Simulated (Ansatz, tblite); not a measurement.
# Ga9N10 wurtzite ring sphere (Ga₉N₁₀H₂₆+): rung by rung

One table from this session's results is given with a row withheld; the runs are named, their logs left out.

Method: as each input shows; program: Ansatz 0.2.0, Gaussian basis.

Levels to be run: GFN1-xTB, GFN2-xTB, PBE-D4/def2-TZVP, r2SCAN-D4/def2-TZVP, LDA/def2-TZVP, BHLYP-D4/def2-TZVP, PBE-D4/def2-SVP, PBE0-D4/def2-SVP, HF/STO-3G, HF/6-31G, B3LYP-D4/6-31G, MP2/def2-SVP, RPA/def2-SVP.

## The structure

The singlet was relaxed beforehand with r2SCAN-D4/def2-SVP.

45 atoms, charge 1, spin multiplicity 1.

Bond lengths: N1–Ga2 2.078 Å, N1–Ga5 1.940 Å, N1–H20 1.024 Å, N1–H21 1.024 Å, Ga2–N7 2.016 Å, Ga2–H22 1.559 Å, Ga2–H23 1.562 Å, N3–Ga4 2.034 Å, N3–Ga5 1.970 Å, N3–H24 1.025 Å, N3–H25 1.027 Å, Ga4–N9 2.034 Å, Ga4–H26 1.568 Å, Ga4–H27 1.555 Å, Ga5–N6 1.929 Å, Ga5–N14 1.913 Å, N6–Ga8 2.011 Å, N6–Ga10 1.929 Å and more. Angles: Ga2–N1–Ga5 112.9°, Ga2–N1–H20 107.4°, Ga2–N1–H21 106.3°, Ga5–N1–H20 112.1°, Ga5–N1–H21 112.5°, H20–N1–H21 105.1°, N1–Ga2–N7 99.1°, N1–Ga2–H22 104.6°, N1–Ga2–H23 103.3°, N7–Ga2–H22 109.3°, N7–Ga2–H23 108.5°, H22–Ga2–H23 127.9°, Ga4–N3–Ga5 115.1°, Ga4–N3–H24 107.3°, Ga4–N3–H25 108.0°, Ga5–N3–H24 111.5°, Ga5–N3–H25 109.4°, H24–N3–H25 104.9° and more.

The ion is computed in the gas phase, without counter-ions or solvent.

PBE0-D4/def2-TZVP was run before; its log isn't repeated, and its numbers join the tables.

The first run:

Tight binding, by tblite at 300 K electronic temperature and without a spin-polarisation term:

```python
tblite.interface.Calculator('GFN1-xTB', numbers, positions, charge=1, uhf=0).singlepoint()
```

Tight binding, by tblite at 300 K electronic temperature and without a spin-polarisation term:

```python
tblite.interface.Calculator('GFN2-xTB', numbers, positions, charge=1, uhf=0).singlepoint()
```

start.molden holds the orbitals of an earlier run on this state, given as this run's starting guess.

Input file in.yaml:

```yaml
crystal:
  periodic: [false, false, false]
  atoms:
    - {symbol: N, position_ang: [0.459153, -3.342704, -0.296085]}
    - {symbol: Ga, position_ang: [0.550192, -3.487656, 1.774512]}
    - {symbol: N, position_ang: [0.517566, -1.461345, -2.897235]}
    - {symbol: Ga, position_ang: [-1.177057, -0.679558, -3.706621]}
    - {symbol: Ga, position_ang: [0.557363, -1.511354, -0.928595]}
    - {symbol: N, position_ang: [-0.991610, -0.571757, -0.265072]}
    - {symbol: N, position_ang: [0.560324, -1.524642, 2.231429]}
    - {symbol: Ga, position_ang: [-1.126326, -0.649375, 1.739413]}
    - {symbol: N, position_ang: [-1.005927, 1.179044, -2.897629]}
    - {symbol: Ga, position_ang: [-1.028731, 1.239350, -0.929052]}
    - {symbol: N, position_ang: [-2.662576, 2.072728, -0.296800]}
    - {symbol: N, position_ang: [-1.039247, 1.248955, 2.231070]}
    - {symbol: Ga, position_ang: [-2.743678, 2.222678, 1.773853]}
    - {symbol: N, position_ang: [2.092979, -0.586355, -0.260883]}
    - {symbol: Ga, position_ang: [2.245440, -0.700706, 1.707389]}
    - {symbol: Ga, position_ang: [2.220323, 1.280074, -0.995291]}
    - {symbol: N, position_ang: [0.541033, 2.105036, -0.261341]}
    - {symbol: N, position_ang: [2.086606, 1.203724, 2.293173]}
    - {symbol: Ga, position_ang: [0.517877, 2.294783, 1.706851]}
    - {symbol: H, position_ang: [-0.401549, -3.809270, -0.597848]}
    - {symbol: H, position_ang: [1.220219, -3.924050, -0.659460]}
    - {symbol: H, position_ang: [-0.820226, -4.106039, 2.185964]}
    - {symbol: H, position_ang: [1.978569, -4.065086, 2.032625]}
    - {symbol: H, position_ang: [0.644750, -2.395581, -3.299178]}
    - {symbol: H, position_ang: [1.315976, -0.913987, -3.241163]}
    - {symbol: H, position_ang: [-2.363212, -1.364025, -2.942961]}
    - {symbol: H, position_ang: [-0.981638, -0.566985, -5.244760]}
    - {symbol: H, position_ang: [-1.825101, -1.052386, -0.624677]}
    - {symbol: H, position_ang: [0.558135, -1.563345, 3.259858]}
    - {symbol: H, position_ang: [-2.415059, -1.392658, 2.190562]}
    - {symbol: H, position_ang: [-1.751625, 1.756204, -3.299353]}
    - {symbol: H, position_ang: [-0.132923, 1.596668, -3.242236]}
    - {symbol: H, position_ang: [-3.497898, 1.562554, -0.599302]}
    - {symbol: H, position_ang: [-2.783294, 3.022962, -0.659728]}
    - {symbol: H, position_ang: [-1.073808, 1.266720, 3.259495]}
    - {symbol: H, position_ang: [-3.964954, 1.345037, 2.183747]}
    - {symbol: H, position_ang: [-2.529320, 3.748102, 2.033481]}
    - {symbol: H, position_ang: [2.940755, -1.042050, -0.620512]}
    - {symbol: H, position_ang: [3.571582, -1.339454, 2.206325]}
    - {symbol: H, position_ang: [1.998332, 1.151690, -2.562572]}
    - {symbol: H, position_ang: [3.469182, 2.000270, -0.390037]}
    - {symbol: H, position_ang: [0.571433, 3.066924, -0.621278]}
    - {symbol: H, position_ang: [2.127985, 1.227740, 3.318048]}
    - {symbol: H, position_ang: [2.941074, 1.696417, 2.006488]}
    - {symbol: H, position_ang: [0.628910, 3.762699, 2.205391]}
basis:
  gaussian: {orbitals: def2-TZVP, fitting: {mean_field: def2-universal-jkfit}, initial_orbitals: start.molden}
total_charge: 1
hamiltonian: {xc: pbe, dispersion: d4}
scf: {omitted_lower_state_checks: [starts]}
output: {orbitals: {seedname: orbitals}}
```

Launch:

```sh
ansatz run in.yaml --threads 5 --pin off --events-out ev --progress --plain --max-ram 66560MiB --backend cuda --devices 0, --max-vram 37GiB
```

Steps of the session up to this table: PBE-D4/def2-TZVP; r2SCAN-D4/def2-TZVP; LDA/def2-TZVP; BHLYP-D4/def2-TZVP; PBE-D4/def2-SVP; PBE0-D4/def2-SVP; HF/STO-3G; HF/6-31G; B3LYP-D4/6-31G; MP2/def2-SVP; RPA/def2-SVP.

One table of the session follows, with a row left open; its other results are not shown here.

It belongs to the step «Levels side by side». 

| level | HOMO (eV) | gap (eV) |
| --- | --- | --- |
| HF/STO-3G | -8.79 | 12.77 |
| HF/6-31G | -13.55 | 12.42 |
| LDA/def2-TZVP | -9.35 | 4.64 |
| PBE-D4/def2-SVP | -9.23 | 4.98 |
| PBE-D4/def2-TZVP | -9.28 | 4.78 |
| r2SCAN-D4/def2-TZVP | -9.58 | 5.43 |
| B3LYP-D4/6-31G | -10.25 | 6.29 |
| PBE0-D4/def2-SVP | ? | ? |
| PBE0-D4/def2-TZVP | -10.52 | 6.85 |
| BHLYP-D4/def2-TZVP | -11.71 | 8.74 |

**Question.** Estimate the row for PBE0-D4/def2-SVP.

**Answer.** HOMO (eV): -10.50; gap (eV): 7.07. In the column «HOMO (eV)» it lies between PBE0-D4/def2-TZVP (-10.52) and B3LYP-D4/6-31G (-10.25).
